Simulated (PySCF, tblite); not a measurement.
# C5H13NO3Si: geometry, infrared bands and NMR shifts

Aim: predict the infrared bands and NMR shifts of C5H13NO3Si (`CC(=O)O[Si@H](N)OC(C)C`).

The runs use tblite 0.8.0 and PySCF 2.14.0, with density-fitted response routines of our own; the level of theory stands in each step. All values are computed, except where a source is named. Atoms count from 0, in the outputs and in this text.

## (1) Starting geometry

23 atoms, charge 0, multiplicity 1; geometry from: force field or distance geometry start.

Bonds of the start (Å): C0–C1 1.48, C1–O2 1.27, C1–O3 1.38, O3–Si4 1.73, Si4–N5 1.79, Si4–O6 1.68, O6–C7 1.38, C7–C8 1.53, C7–C9 1.52, C0–H10 1.10, C0–H11 1.10, C0–H12 1.12, Si4–H13 1.49, N5–H14 1.03, N5–H15 1.07, C7–H16 1.11, C8–H17 1.10, C8–H18 1.12, C8–H19 1.13, C9–H20 1.10, C9–H21 1.11, C9–H22 1.12.

## (2) Optimising the geometry with GFN2-xTB

The job: settings as JSON, then the geometry in Å.

```
{"job": {"kind": "relax", "xc": "GFN2-xTB", "basis": "xTB"}, "charge": 0, "multiplicity": 1}
C      3.573300    -1.235200    -0.358500
C      2.644100    -0.096700    -0.552600
O      3.117800     1.080100    -0.662100
O      1.266100    -0.209200    -0.606900
Si     0.220200     1.149900    -0.811800
N      0.751600     2.520000     0.207700
O     -1.415200     0.788700    -0.653600
C     -1.746500    -0.074200     0.374500
C     -2.338500    -1.324200    -0.269800
C     -2.843300     0.455400     1.279700
H      4.470600    -0.862200     0.167500
H      3.913600    -1.704800    -1.298200
H      3.157700    -2.048700     0.285100
H      0.441800     1.598000    -2.219700
H      1.536400     3.046000    -0.211100
H      1.108600     2.118600     1.133300
H     -0.859600    -0.415100     0.954100
H     -1.650200    -1.815100    -0.980600
H     -3.268700    -1.009300    -0.801500
H     -2.682700    -2.037000     0.534900
H     -3.520900    -0.386200     1.504600
H     -3.436300     1.214100     0.735300
H     -2.444800     0.820000     2.259900
```

Launch:

```bash
$ OMP_NUM_THREADS=1 python probes_run.py task.json out
```

This one command runs all jobs of the session in turn.

The program printed:

```text
step      E/eV     max force
  0    -932.63831    4.933
  1    -933.09089    4.722
  2    -933.31567    1.236
  3    -933.39561    0.905
  4    -933.48358    0.933
  5    -933.53530    0.738
  6    -933.59608    0.666
  7    -933.62611    0.550
  8    -933.66965    0.680
  9    -933.69950    0.547
 10    -933.72885    0.370
 11    -933.75436    0.403
 12    -933.77568    0.339
 13    -933.79241    0.345
 14    -933.80585    0.285
 15    -933.81831    0.276
 16    -933.83005    0.316
 17    -933.83753    0.200
 18    -933.84236    0.139
 19    -933.84650    0.156
 20    -933.85047    0.190
 21    -933.85426    0.166
 22    -933.85741    0.119
 23    -933.86004    0.102
 24    -933.86274    0.125
 25    -933.86574    0.128
 26    -933.86891    0.121
 27    -933.87246    0.117
 28    -933.87652    0.142
 29    -933.88066    0.137
 30    -933.88436    0.116
 31    -933.88774    0.123
 32    -933.89139    0.153
 33    -933.89516    0.161
 34    -933.89778    0.091
 35    -933.89922    0.091
 36    -933.90035    0.087
 37    -933.90180    0.117
 38    -933.90378    0.125
 39    -933.90607    0.112
 40    -933.90831    0.118
 41    -933.91033    0.117
 42    -933.91240    0.112
 43    -933.91415    0.078
 44    -933.91531    0.066
 45    -933.91650    0.085
 46    -933.91811    0.126
 47    -933.92021    0.123
 48    -933.92280    0.129
 49    -933.92523    0.157
 50    -933.92824    0.122
 51    -933.93086    0.114
 52    -933.93284    0.083
 53    -933.93380    0.072
 54    -933.93489    0.072
 55    -933.93594    0.080
 56    -933.93712    0.070
 57    -933.93810    0.093
 58    -933.93905    0.080
 59    -933.93992    0.076
 60    -933.94119    0.069
 61    -933.94232    0.070
 62    -933.94316    0.074
 63    -933.94383    0.071
 64    -933.94442    0.063
 65    -933.94506    0.098
 66    -933.94575    0.061
 67    -933.94697    0.093
 68    -933.94773    0.085
 69    -933.94885    0.100
 70    -933.94980    0.070
 71    -933.95088    0.103
 72    -933.95243    0.128
 73    -933.95325    0.304
 74    -933.95634    0.107
 75    -933.95954    0.127
 76    -933.95785    0.897
 77    -933.96615    0.157
 78    -933.97049    0.219
 79    -933.84383    2.876
 80    -933.97679    0.235
 81    -933.98097    0.276
 82    -933.88434    2.663
 83    -933.99030    0.248
 84    -933.99699    0.314
 85    -933.87330    2.731
 86    -934.00649    0.319
 87    -934.01305    0.373
 88    -933.97788    1.859
 89    -934.02544    0.383
 90    -934.03129    0.446
 91    -934.03874    0.870
 92    -934.04586    0.492
 93    -934.05210    0.277
 94    -934.06114    0.175
 95    -934.06540    0.174
 96    -934.06930    0.149
 97    -934.07391    0.134
 98    -934.07791    0.124
 99    -934.07981    0.122
100    -934.08205    0.140
101    -934.08418    0.169
102    -934.08647    0.161
103    -934.08805    0.100
104    -934.08934    0.066
105    -934.09034    0.054
106    -934.09153    0.059
107    -934.09243    0.061
108    -934.09323    0.058
109    -934.09379    0.095
110    -934.09427    0.045
111    -934.09474    0.052
112    -934.09540    0.051
113    -934.09584    0.064
114    -934.09639    0.052
115    -934.09689    0.073
116    -934.09733    0.082
117    -934.09774    0.079
118    -934.09814    0.064
119    -934.09848    0.040
120    -934.09875    0.029
121    -934.09897    0.027
122    -934.09917    0.027
123    -934.09938    0.031
124    -934.09960    0.026
125    -934.09979    0.019
126    -934.09992    0.019
127    -934.10001    0.023
128    -934.10010    0.025
129    -934.10023    0.022
130    -934.10039    0.031
131    -934.10056    0.033
132    -934.10073    0.030
133    -934.10093    0.033
134    -934.10121    0.036
135    -934.10159    0.037
136    -934.10199    0.045
137    -934.10234    0.039
138    -934.10263    0.029
139    -934.10287    0.023
140    -934.10311    0.029
141    -934.10331    0.031
142    -934.10347    0.031
143    -934.10362    0.027
144    -934.10380    0.024
145    -934.10398    0.029
146    -934.10418    0.029
147    -934.10441    0.039
148    -934.10467    0.036
149    -934.10490    0.029
150    -934.10508    0.026
151    -934.10520    0.020
152    -934.10531    0.019
153    -934.10541    0.021
154    -934.10549    0.019
155    -934.10556    0.024
156    -934.10564    0.024
157    -934.10573    0.019
158    -934.10583    0.020
159    -934.10593    0.023
160    -934.10601    0.020
161    -934.10610    0.019
162    -934.10621    0.025
163    -934.10635    0.030
164    -934.10652    0.038
165    -934.10672    0.047
166    -934.10695    0.046
167    -934.10723    0.038
168    -934.10755    0.045
169    -934.10791    0.043
170    -934.10832    0.039
171    -934.10870    0.053
172    -934.10916    0.055
173    -934.10964    0.051
174    -934.11017    0.067
175    -934.11070    0.086
176    -934.11133    0.068
177    -934.11187    0.047
178    -934.11229    0.037
179    -934.11251    0.076
180    -934.11284    0.038
181    -934.11313    0.035
182    -934.11344    0.029
183    -934.11361    0.027
184    -934.11376    0.025
185    -934.11387    0.021
186    -934.11396    0.020
187    -934.11404    0.018
188    -934.11412    0.021
189    -934.11419    0.023
190    -934.11425    0.018
191    -934.11429    0.015
192    -934.11434    0.018
193    -934.11438    0.020
194    -934.11444    0.018
195    -934.11451    0.019
196    -934.11461    0.023
197    -934.11474    0.026
198    -934.11491    0.035
199    -934.11513    0.034
200    -934.11543    0.042
201    -934.11581    0.049
202    -934.11624    0.054
203    -934.11662    0.060
204    -934.11691    0.040
205    -934.11712    0.038
206    -934.11728    0.030
207    -934.11740    0.035
208    -934.11749    0.024
209    -934.11756    0.017
210    -934.11761    0.015
211    -934.11765    0.014
212    -934.11769    0.022
213    -934.11772    0.012
214    -934.11774    0.010
```

Run time: 6.6 s. Hardware: 1 thread of Intel Xeon at 2.50GHz, shared host.

Relaxation path: (not every step is listed)

```
step  energy from step 0 (eV)  largest force (eV/Å)
   0                   0.0000                4.9332
   1                  -0.4526                4.7222
   2                  -0.6774                1.2358
   3                  -0.7573                0.9053
   4                  -0.8453                0.9331
   5                  -0.8970                0.7376
   6                  -0.9578                0.6657
   7                  -0.9878                0.5500
   8                  -1.0313                0.6799
  28                  -1.2382                0.1419
  48                  -1.2845                0.1286
  68                  -1.3094                0.0847
  88                  -1.3396                1.8589
 108                  -1.4549                0.0579
 128                  -1.4618                0.0253
 148                  -1.4664                0.0359
 168                  -1.4692                0.0453
 188                  -1.4758                0.0208
 208                  -1.4792                0.0241
 209                  -1.4792                0.0175
 210                  -1.4793                0.0153
 211                  -1.4793                0.0142
 212                  -1.4794                0.0219
 213                  -1.4794                0.0116
 214                  -1.4794                0.0099
```

Distances of close pairs at the start and the end, largest changes first:

| bond | before (Å) | after (Å) | change (Å) |
| --- | --- | --- | --- |
| Si4–O6 | 1.682 | 1.604 | -0.078 |
| C1–O2 | 1.273 | 1.204 | -0.069 |
| Si4–N5 | 1.789 | 1.722 | -0.067 |
| C1–O3 | 1.384 | 1.320 | -0.064 |
| N5–H15 | 1.070 | 1.008 | -0.063 |
| O3–Si4 | 1.727 | 1.672 | -0.055 |
| C8–H19 | 1.129 | 1.087 | -0.042 |
| Si4–H13 | 1.494 | 1.452 | -0.042 |

The final coordinates are the input of the step that follows.

## (3) Vibrational analysis with GFN2-xTB

The job: settings as JSON, then the geometry in Å.

```
{"job": {"kind": "ir", "xc": "GFN2-xTB", "basis": "xTB"}, "charge": 0, "multiplicity": 1}
C      3.678594    -1.100701    -0.409054
C      2.838187     0.144893    -0.517455
O      3.284560     1.260697    -0.591475
O      1.545045    -0.120196    -0.525580
Si     0.353966     1.034344    -0.733744
N      0.587845     2.158829     0.549074
O     -1.060856     0.278781    -0.701587
C     -1.739091    -0.424752     0.316673
C     -2.709991    -1.395830    -0.348078
C     -2.466063     0.559547     1.227370
H      4.731672    -0.838474    -0.381580
H      3.476680    -1.739912    -1.265631
H      3.402940    -1.644956     0.491173
H      0.371570     1.464559    -2.120605
H      1.530921     2.497326     0.674946
H     -0.064971     2.919779     0.649395
H     -1.008009    -0.992446     0.906603
H     -2.169805    -2.053015    -1.024275
H     -3.450235    -0.843669    -0.921120
H     -3.213907    -1.996412     0.404551
H     -3.037274     0.024492     1.980990
H     -3.141340     1.171198     0.634113
H     -1.745192     1.208777     1.715375
```

The program printed:

```text
mode    cm-1     km/mol
  1      15.9      0.04
  2      36.5      0.58
  3      40.3      4.57
  4      60.3      0.05
  5      82.8      2.25
  6     113.1      1.93
  7     118.9     11.93
  8     181.6      0.29
  9     191.2      2.06
 10     210.4      0.75
 11     246.3      2.44
 12     304.0      8.63
 13     320.4     15.34
 14     337.5      9.07
 15     371.5     39.65
 16     436.1     19.85
 17     458.8      2.49
 18     572.7      4.67
 19     591.9      0.92
 20     633.6    239.28
 21     670.0    111.67
 22     694.4     91.84
 23     741.6     88.80
 24     761.3     70.78
 25     848.2    209.30
 26     896.3    107.17
 27     930.4     33.17
 28     940.5     17.02
 29     964.2     35.98
 30     969.0      1.13
 31    1003.5     39.95
 32    1012.8     77.95
 33    1077.1    186.85
 34    1146.6     16.65
 35    1165.5    124.98
 36    1174.8    332.82
 37    1241.7    481.03
 38    1311.2     12.03
 39    1324.0     13.46
 40    1362.5     50.91
 41    1388.5     10.79
 42    1400.9      7.81
 43    1445.4     12.61
 44    1446.8     16.04
 45    1471.7      0.52
 46    1480.7      3.31
 47    1487.9      4.61
 48    1498.5     12.17
 49    1507.4     75.86
 50    1763.7    456.97
 51    2354.8    245.30
 52    2882.3     57.26
 53    3030.1      6.08
 54    3036.5      3.25
 55    3038.6      3.63
 56    3040.7      6.72
 57    3044.8     47.04
 58    3046.2     49.29
 59    3049.3     27.17
 60    3056.2     24.87
 61    3065.3     11.75
 62    3456.2     10.12
 63    3500.1      0.55
```

Wall time 3.8 s (1 thread of Intel Xeon at 2.50GHz, shared host).

Which atoms move in the most intense modes:

```
cm⁻¹  km/mol                                  atoms
 634   239.3            H14 43 %, H15 33 %, N5 19 %
 848   209.3  H15 32 %, H14 26 %, N5 11 %, Si4 10 %
1077   186.8            O6 36 %, Si4 13 %, H19 12 %
1166   125.0             C7 31 %, O6 16 %, H18 12 %
1175   332.8                       C7 35 %, O6 17 %
1242   481.0                       C1 59 %, O3 23 %
1764   457.0                       C1 63 %, O2 36 %
2355   245.3                               H13 97 %
```

## (4) Nuclear shieldings: PBE0/pcSseg-1

The job, as its differences from that of step 3:

```diff
@@ -1,2 +1,2 @@
-{"job": {"kind": "ir", "xc": "GFN2-xTB", "basis": "xTB"}, "charge": 0, "multiplicity": 1}
+{"job": {"kind": "nmr", "xc": "PBE0", "basis": "pcSseg-1"}, "charge": 0, "multiplicity": 1}
 C      3.678594    -1.100701    -0.409054
```

With the program's defaults for keys left out, this is: GIAO PBE0/pcSseg-1 NMR shielding, non-relativistic, gas phase.

The program printed:

```text
coarse grid: 19440 points
cycle   1  E = -767.3421291622  dE =  1.456e+00  |g| = 1.185e+00  |ddm| = 4.173e+00
cycle   2  E = -766.9736665964  dE =  3.685e-01  |g| = 1.856e+00  |ddm| = 2.058e+00
cycle   3  E = -767.5854140650  dE = -6.117e-01  |g| = 3.048e-01  |ddm| = 1.415e+00
cycle   4  E = -767.6020635615  dE = -1.665e-02  |g| = 8.843e-02  |ddm| = 2.391e-01
cycle   5  E = -767.6032177411  dE = -1.154e-03  |g| = 3.083e-02  |ddm| = 6.500e-02
cycle   6  E = -767.6034070352  dE = -1.893e-04  |g| = 6.091e-03  |ddm| = 2.378e-02
cycle   7  E = -767.6034135466  dE = -6.511e-06  |g| = 2.313e-03  |ddm| = 6.003e-03
final grid: 182424 points
cycle   8  E = -767.6916019246  dE = -2.707e-05  |g| = 1.754e-02  |ddm| = 2.879e-02
cycle   9  E = -767.6915254334  dE =  7.649e-05  |g| = 2.699e-02  |ddm| = 2.793e-02
cycle  10  E = -767.6916581375  dE = -1.327e-04  |g| = 2.524e-03  |ddm| = 1.757e-02
cycle  11  E = -767.6916593327  dE = -1.195e-06  |g| = 5.331e-04  |ddm| = 1.836e-03
cycle  12  E = -767.6916593778  dE = -4.519e-08  |g| = 2.050e-04  |ddm| = 4.914e-04
cycle  13  E = -767.6916593862  dE = -8.368e-09  |g| = 4.313e-05  |ddm| = 1.782e-04
cycle  14  E = -767.6916593865  dE = -3.256e-10  |g| = 1.583e-05  |ddm| = 4.325e-05
converged SCF energy = -767.6916593865

GIAO shielding tensors (ppm)
atom      isotropic    diamagn.    paramagn.     s11        s22        s33       span
  0 C      162.032     248.224     -86.192    138.511    153.808    193.777     55.266
  1 C        9.785     246.479    -236.694    -92.025     46.069     75.310    167.335
  2 O     -125.416     402.543    -527.959   -387.723   -230.844    242.320    630.043
  3 O      106.286     409.887    -303.601    -23.715    164.739    177.833    201.549
  4 Si     397.451     885.804    -488.353    365.264    396.371    430.719     65.455
  5 N      233.705     321.312     -87.607    210.797    233.345    256.973     46.176
  6 O      243.203     401.225    -158.022    205.339    258.893    265.377     60.038
  7 C      118.603     241.739    -123.136     87.145    111.124    157.540     70.395
  8 C      159.183     248.356     -89.173    140.240    150.811    186.500     46.260
  9 C      158.817     250.452     -91.635    139.079    151.250    186.123     47.044
 10 H       29.883      25.674       4.210     25.706     28.169     35.776     10.070
 11 H       29.406      28.445       0.962     25.710     28.686     33.822      8.112
 12 H       29.430      30.014      -0.584     25.641     29.105     33.543      7.902
 13 H       26.829      32.689      -5.860     22.808     24.873     32.805      9.997
 14 H       29.977      33.217      -3.240     21.678     27.589     40.665     18.986
 15 H       31.015      32.643      -1.628     24.090     27.631     41.323     17.233
 16 H       27.290      34.945      -7.655     23.470     28.180     30.220      6.750
 17 H       30.149      31.325      -1.176     25.821     28.599     36.027     10.205
 18 H       30.440      30.219       0.221     27.432     28.770     35.119      7.687
 19 H       30.764      29.604       1.161     26.729     28.208     37.356     10.627
 20 H       30.723      30.339       0.384     26.322     28.353     37.494     11.172
 21 H       30.574      31.273      -0.700     28.173     28.741     34.807      6.634
 22 H       29.856      33.037      -3.181     24.579     30.307     34.681     10.101
```

Wall time 3.1 min (1 thread of Intel Xeon at 2.50GHz, shared host); peak memory 1.1 GiB.

Shifts follow as δ = σ(reference) − σ, with reference shieldings (ppm) from runs at the same level and on the same kind of geometry: ¹H TMS 31.72, ¹³C TMS 186.9, ²⁹Si TMS 349.2, ¹⁵N NH3 267.7, ¹⁷O H2O 336.1. The references are single molecules in the gas phase, so shifts against H2O, NH3, PH3, H3PO4 or CFCl3 are not on the usual liquid scales and can be off by tens of ppm. Atoms listed in one row are averaged.

```
        atoms                                  environment  σ (ppm)  δ (ppm)  δ scaled to CDCl3
           C1                              carbonyl carbon      9.8    177.1              171.0
           C7                           sp3 CH bonded to O    118.6     68.3               64.8
           C9                                methyl carbon    158.8     28.1               25.5
           C8                                methyl carbon    159.2     27.7               25.2
           C0                methyl carbon α to a carbonyl    162.0     24.9               22.4
          H13       hydrogen on a silicon bonded to N, 2 O    26.83     4.89                  –
          H16            hydrogen on an sp3 CH bonded to O    27.29     4.43               4.28
H10, H11, H12  hydrogen on a methyl carbon α to a carbonyl    29.57     2.14               2.13
H20, H21, H22                  hydrogen on a methyl carbon    30.38     1.33               1.36
H17, H18, H19                  hydrogen on a methyl carbon    30.45     1.27               1.30
     H14, H15          hydrogen on a nitrogen bonded to Si    30.50     1.22                  –
           O2                              carbonyl oxygen   -125.4    461.5                  –
           O3                       oxygen bonded to C, Si    106.3    229.8                  –
           O6                       oxygen bonded to C, Si    243.2     92.9                  –
          Si4                  silicon bonded to N, 2 O, H    397.5    -48.3                  –
           N5                   nitrogen bonded to Si, 2 H    233.7     34.0                  –
```

The scaled column applies a straight-line fit of computed shieldings to shifts measured in CDCl3 (root-mean-square error 0.16 ppm for H, 1.9 ppm for C).

Charges from the same density, by scheme (e):

```csv
atoms,Mulliken,IAO,Hirshfeld,ESP fit
C0,-0.24,-0.48,-0.12,-0.69
C1,0.39,0.54,0.23,0.96
O2,-0.42,-0.47,-0.26,-0.61
O3,-0.58,-0.60,-0.19,-0.55
Si4,1.13,1.39,0.48,0.90
N5,-0.64,-0.86,-0.32,-1.02
O6,-0.62,-0.65,-0.21,-0.50
C7,-0.03,0.11,0.06,0.58
C8,-0.22,-0.42,-0.12,-0.70
C9,-0.25,-0.43,-0.13,-0.53
```

Mayer bond orders: C0–C1 1.00, C1–O2 1.95, C1–O3 1.09, O3–Si4 0.80, Si4–N5 1.04, Si4–O6 1.06, O6–C7 0.82, C7–C8 1.04, C7–C9 1.04.

The fields below are evaluated on a grid from the run's orbitals.

Frontier orbitals at PBE0/pcSseg-1, with the share of their density that lies nearest to each atom:

```csv
orbital,energy (eV),lies on
HOMO,-7.73,"N5 61 %; H13, H14, H15 about 8 % each"
LUMO,0.20,C1 44 %; O2 25 %; O3 8 %
```

ELF in a plane through or near 9 of the atoms.

Values, 10 rows by 14 columns:
```
0.00 0.00 0.00 0.00 0.00 0.00 0.00 0.00 0.00 0.00 0.00 0.00 0.00 0.00
0.00 0.00 0.00 0.00 0.00 0.00 0.00 0.04 0.00 0.00 0.00 0.00 0.00 0.00
0.00 0.00 0.00 0.00 0.00 0.74 0.40 0.99 0.06 0.00 0.00 0.00 0.00 0.00
0.00 0.00 0.01 0.45 0.68 0.17 0.44 0.60 0.01 0.17 0.89 0.03 0.00 0.00
0.00 0.00 0.04 0.83 0.79 0.07 0.17 0.25 0.07 0.61 0.99 0.13 0.00 0.00
0.00 0.00 0.77 0.25 0.33 0.64 0.66 0.32 0.49 0.60 0.02 0.00 0.00 0.00
0.00 0.00 0.65 0.73 0.58 0.26 0.33 0.01 0.21 0.26 0.66 0.05 0.00 0.00
0.00 0.00 0.02 0.93 0.90 0.00 0.00 0.00 0.75 0.64 0.76 0.06 0.00 0.00
0.00 0.00 0.00 0.00 0.00 0.00 0.00 0.00 0.02 0.03 0.01 0.00 0.00 0.00
0.00 0.00 0.00 0.00 0.00 0.00 0.00 0.00 0.00 0.00 0.00 0.00 0.00 0.00
```
The map spans 14.7 Å across and 11.0 Å up, centred on the molecule. Atoms in the plane (x, y in Å): C1 (-2.9, 0.0), O2 (-3.3, 1.1), O3 (-1.6, -0.3), N5 (-0.5, 2.2), C7 (1.8, -0.4), C8 (2.6, -1.6), H11 (-3.6, -2.0), H15 (0.1, 2.9), H21 (3.2, 1.1).

On the surface of density 0.002 e/bohr³ the electrostatic potential runs, from the 1st to the 99th percentile, from -1.55 V near O2 to 1.35 V near H15.

## (5) Outcome

```
                                                              quantity                                   value
                             strongest single infrared mode (GFN2-xTB)                   1242 cm⁻¹, 481 km/mol
                                          zero-point energy (GFN2-xTB)                          114.4 kcal/mol
                                ¹³C shifts against TMS (PBE0/pcSseg-1)       177.1, 68.3, 28.1, 27.7, 24.9 ppm
¹H shifts against TMS (PBE0/pcSseg-1, means over atoms taken as alike)  4.89, 4.43, 2.14, 1.33, 1.27, 1.22 ppm
                                ¹⁷O shifts against H2O (PBE0/pcSseg-1)                  461.5, 229.8, 92.9 ppm
                               ²⁹Si shifts against TMS (PBE0/pcSseg-1)                               -48.3 ppm
                                ¹⁵N shifts against NH3 (PBE0/pcSseg-1)                                34.0 ppm
                                 surface potential, 1st and 99th percentile                      -1.55 V and 1.35 V
```

Relaxing lowered the energy by 1.479 eV in 214 steps; the close pair that moved most is Si4–O6, from 1.682 to 1.604 Å. All 63 modes are real, so the xTB geometry is a minimum. The strongest single mode, at 1242 cm⁻¹, moves mainly C1. Unscaled tight-binding wavenumbers are off by several per cent, some by more. Its intensities can rank the bands wrongly. At PBE0/pcSseg-1: The largest span, 630 ppm, is at O2, where the paramagnetic term is -528 ppm.
